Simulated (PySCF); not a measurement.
**TlOCl: a change of charge**

Aim: at the relaxed geometry of TlOCl, try a change of charge. It is a constructed species; whether it can be made isn't addressed.

Program: PySCF 2.14.0. Level of theory: PBE0, Tl def2-SVP with ECP60, O def2-SVP, Cl def2-SVP; scalar-relativistic core potentials, no spin–orbit coupling. These are calculated values, not measurements.

1 further run of the same task is left out (for a known fault of the program).

## Step 1: The starting structure

3 atoms, charge 0, spin multiplicity 1.

Bond lengths: Tl1–O2 1.900 Å, Tl1–Cl3 2.369 Å. Angles: O2–Tl1–Cl3 179.6°.

Geometry (Å):

```xyz
3
ClOTl
Tl    0.13087    0.00000    0.35812
O     2.02476    0.00000    0.20589
Cl   -2.22923    0.00000    0.56432
```

Formal oxidation states: Tl +3. An earlier session relaxed this geometry at PBE0, Tl def2-SVP with ECP60, O def2-SVP, Cl def2-SVP (singlet, point group C∞v).

Its energy there is -707.449463 Eh.

## Step 2: One electron removed, multiplicity 2

Contents of run.py (the lines that set the calculation):

```python
mol = gto.M(atom='''
Tl     0.13087     0.00000     0.35812
O      2.02476     0.00000     0.20589
Cl    -2.22923     0.00000     0.56432''',
    basis={'Tl': 'def2-SVP', 'O': 'def2-SVP', 'Cl': 'def2-SVP'},
    ecp={'Tl': 'def2-SVP'},
    charge=1, spin=1)
mf = dft.UKS(mol, xc='PBE0')
mf.grids.atom_grid = (50, 194)
mf = mf.density_fit()  # fitting sets: Tl def2-universal-JKFIT, O def2-universal-JKFIT, Cl def2-universal-JKFIT
mf.conv_tol = 1e-08; mf.max_cycle = 55
mf.kernel(dm0)  # dm0: the density of the relaxed state
```

On the command line:

```
$ OMP_NUM_THREADS=2 python run.py
```

What it wrote:

```text
init E= -707.458880999641
cycle= 1 E= -706.959836699798  delta_E= 0.499  |g|= 0.493  |ddm|= 0.663
  HOMO = -0.498771438695  LUMO = -0.49582356995  gap/eV = 0.08022
cycle= 2 E= -705.639949946932  delta_E= 1.32  |g|= 1.53  |ddm|= 1.58
  HOMO = -0.592711320549  LUMO = -0.473187775046  gap/eV = 3.25240
cycle= 3 E= -707.074512045631  delta_E= -1.43  |g|= 0.18  |ddm|= 1.42
  HOMO = -0.534677991505  LUMO = -0.441582645456  gap/eV = 2.53325
cycle= 4 E= -707.092678726903  delta_E= -0.0182  |g|= 0.0879  |ddm|= 0.363
  HOMO = -0.558843277795  LUMO = -0.422394173128  gap/eV = 3.71297
cycle= 5 E= -707.097714327389  delta_E= -0.00504  |g|= 0.0188  |ddm|= 0.151
  HOMO = -0.560350730461  LUMO = -0.421000174947  gap/eV = 3.79192
cycle= 6 E= -707.097969826721  delta_E= -0.000255  |g|= 0.00492  |ddm|= 0.0348
  HOMO = -0.560063284641  LUMO = -0.419462392956  gap/eV = 3.82595
cycle= 7 E= -707.098020309601  delta_E= -5.05e-05  |g|= 0.00202  |ddm|= 0.0165
  HOMO = -0.559878722835  LUMO = -0.419388471802  gap/eV = 3.82293
cycle= 8 E= -707.098033727  delta_E= -1.34e-05  |g|= 0.000892  |ddm|= 0.0103
  HOMO = -0.559879381814  LUMO = -0.419396299461  gap/eV = 3.82274
cycle= 9 E= -707.09803708432  delta_E= -3.36e-06  |g|= 0.000347  |ddm|= 0.00641
  HOMO = -0.55993767052  LUMO = -0.419386198632  gap/eV = 3.82460
cycle= 10 E= -707.09803751474  delta_E= -4.3e-07  |g|= 0.000119  |ddm|= 0.00257
  HOMO = -0.559947287916  LUMO = -0.419378190485  gap/eV = 3.82508
cycle= 11 E= -707.098037535758  delta_E= -2.1e-08  |g|= 1.35e-05  |ddm|= 0.00051
  HOMO = -0.559945917447  LUMO = -0.419379402746  gap/eV = 3.82501
cycle= 12 E= -707.09803753595  delta_E= -1.92e-10  |g|= 5.13e-06  |ddm|= 5.42e-05
  HOMO = -0.559944225425  LUMO = -0.419382121135  gap/eV = 3.82489
Extra cycle  E= -707.098037535899  delta_E= 5.08e-11  |g|= 1.14e-05  |ddm|= 1.8e-05
converged SCF energy = -707.098037535899  <S^2> = 0.76101045  2S+1 = 2.0109803
```

Wall time 0.7 s (2 threads of Arm Neoverse V2, shared host).

It gives: E = -707.098038 Eh (+9.563 eV from the relaxed state), HOMO -15.24 eV, LUMO -11.41 eV (over both spins), ⟨S²⟩ = 0.761, Mulliken charge on Tl1 +1.10 e. 

## Step 3: One electron added, multiplicity 2

Changes to run.py (the lines that set the calculation) since step 2:

```diff
@@ -6,3 +6,3 @@
     ecp={'Tl': 'def2-SVP'},
-    charge=1, spin=1)
+    charge=-1, spin=1)
 mf = dft.UKS(mol, xc='PBE0')
```

On the command line:

```
$ OMP_NUM_THREADS=2 python run.py
```

What it wrote:

```text
init E= -707.458096509464
  HOMO = -0.11813776878  LUMO = -0.108620504766  gap/eV = 0.25898
cycle= 1 E= -707.449149508932  delta_E= 0.00895  |g|= 0.246  |ddm|= 1.46
  HOMO = 0.11584963269  LUMO = 0.198447473063  gap/eV = 2.24760
cycle= 2 E= -707.166390328949  delta_E= 0.283  |g|= 0.822  |ddm|= 1.11
  HOMO = 0.0665183999826  LUMO = 0.163372202458  gap/eV = 2.63553
cycle= 3 E= -707.476084398584  delta_E= -0.31  |g|= 0.126  |ddm|= 0.753
  HOMO = 0.0456803385185  LUMO = 0.148659952744  gap/eV = 2.80222
cycle= 4 E= -707.484638527781  delta_E= -0.00855  |g|= 0.0316  |ddm|= 0.213
  HOMO = 0.0433318452885  LUMO = 0.149920493678  gap/eV = 2.90042
cycle= 5 E= -707.485093668492  delta_E= -0.000455  |g|= 0.0108  |ddm|= 0.0309
  HOMO = 0.0419907182645  LUMO = 0.150291918682  gap/eV = 2.94703
cycle= 6 E= -707.485180363544  delta_E= -8.67e-05  |g|= 0.00351  |ddm|= 0.0239
  HOMO = 0.0419506801767  LUMO = 0.150724132765  gap/eV = 2.95988
cycle= 7 E= -707.485191737691  delta_E= -1.14e-05  |g|= 0.00071  |ddm|= 0.00694
  HOMO = 0.0420710294377  LUMO = 0.150994297637  gap/eV = 2.96395
cycle= 8 E= -707.485193654567  delta_E= -1.92e-06  |g|= 0.000515  |ddm|= 0.00395
  HOMO = 0.042079992311  LUMO = 0.151023464047  gap/eV = 2.96450
cycle= 9 E= -707.485194115265  delta_E= -4.61e-07  |g|= 0.00021  |ddm|= 0.00159
  HOMO = 0.0420625421089  LUMO = 0.151009105609  gap/eV = 2.96459
cycle= 10 E= -707.485194234369  delta_E= -1.19e-07  |g|= 8.96e-05  |ddm|= 0.000866
  HOMO = 0.0420527444838  LUMO = 0.150998806369  gap/eV = 2.96457
cycle= 11 E= -707.485194256999  delta_E= -2.26e-08  |g|= 3.78e-05  |ddm|= 0.000436
  HOMO = 0.0420527234445  LUMO = 0.150997922386  gap/eV = 2.96455
cycle= 12 E= -707.485194259236  delta_E= -2.24e-09  |g|= 9.54e-06  |ddm|= 0.000145
  HOMO = 0.0420505381301  LUMO = 0.15099531391  gap/eV = 2.96454
Extra cycle  E= -707.485194258925  delta_E= 3.1e-10  |g|= 2.82e-05  |ddm|= 3.57e-05
converged SCF energy = -707.485194258925  <S^2> = 0.75728791  2S+1 = 2.0072747
```

Run time: 0.8 s. Hardware: 2 threads of Arm Neoverse V2, shared host.

Result: E = -707.485194 Eh (-0.972 eV from the relaxed state), HOMO 1.14 eV, LUMO 4.11 eV (over both spins), ⟨S²⟩ = 0.757, Mulliken charge on Tl1 +0.08 e. The highest filled level lies above zero; it isn't the detachment energy.

## Step 4: Results

| state | energy from the relaxed state (eV) | ⟨S²⟩ | time |
| --- | --- | --- | --- |
| charge 0, singlet, vacuum (relaxed) | 0 | 0.00 |  |
| charge -1, doublet, vacuum | -0.97 | 0.76 | 0.8 s |
| charge +1, doublet, vacuum | 9.56 | 0.76 | 0.7 s |

An electron taken off or put on is at rest in vacuum. 

Removing an electron vertically costs 9.56 eV (doublet), against −HOMO = 7.80 eV. Adding an electron vertically releases 0.97 eV (doublet). These are double-zeta-type bases without diffuse functions. Spin–orbit coupling is left out.
